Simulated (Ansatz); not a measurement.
**CHBrI radical: how energies converge with the basis set**

The task here is to estimate one member of a computed series from the others.

Method: one geometry, several basis sets; program: Ansatz 0.2.0, Gaussian basis.

The runs, in order: PBE0-D4/def2-SVP; ωB97M-V/def2-SVP; PBE0-D4/def2-QZVPP; ωB97M-V/def2-QZVPP; the functionals' def2-TZVPP values are taken from earlier runs.

1 further run of the same task is left out (for a known fault of the program).

## The geometry

The geometry comes from an earlier relaxation with PBE0-D4 in a triple-zeta def2 set; it is a stationary point. I takes the def2 core potential; no spin-orbit term is included.

SMILES `Br[CH]I`, 4 atoms, charge 0, spin multiplicity 2.

Atoms are counted from 1 here; the program's logs count them from 0.

Bond lengths: Br1–C2 1.847 Å, C2–I3 2.040 Å, C2–H4 1.081 Å. Angles: Br1–C2–I3 122.0°, Br1–C2–H4 116.5°, I3–C2–H4 117.7°.

The first run:

The input, in.yaml:

```yaml
crystal:
  periodic: [false, false, false]
  atoms:
    - {symbol: Br, position_ang: [-1.679173, -0.044731, -0.586057]}
    - {symbol: C, position_ang: [0.037753, 0.218430, 0.040424]}
    - {symbol: I, position_ang: [1.112049, -1.281596, 0.909815]}
    - {symbol: H, position_ang: [0.584970, 1.047597, -0.384484]}
basis:
  gaussian: {orbitals: def2-SVP}
magnetization: {spin_polarized: true, initial_magnetization: 1}
hamiltonian: {xc: pbe0, dispersion: d4}
output: {orbitals: {seedname: orbitals}}
```

Launch:

```bash
ansatz run in.yaml --threads 4 --pin off --events-out ev --progress --plain --max-ram 10444MiB
```

Among the steps run: PBE0-D4 in def2-SVP; ωB97M-V in def2-SVP; PBE0-D4 in def2-QZVPP; ωB97M-V in def2-QZVPP.

One of the session's tables, all rows but one given; the rest of the session is left out.

It belongs to the step «Functionals by basis». 

```
functional       basis  HOMO (eV)  LUMO (eV)
   PBE0-D4    def2-SVP      -6.12      -2.22
   PBE0-D4  def2-TZVPP      -6.19      -2.36
   PBE0-D4  def2-QZVPP      -6.20      -2.39
   ωB97M-V    def2-SVP      -8.10      -0.29
   ωB97M-V  def2-TZVPP      -8.17      -0.52
   ωB97M-V  def2-QZVPP          ?          ?
```

**Question.** Estimate the row for ωB97M-V, def2-QZVPP.

**Answer.** HOMO (eV): -8.19; LUMO (eV): -0.57. In the column «HOMO (eV)» it is the lowest.
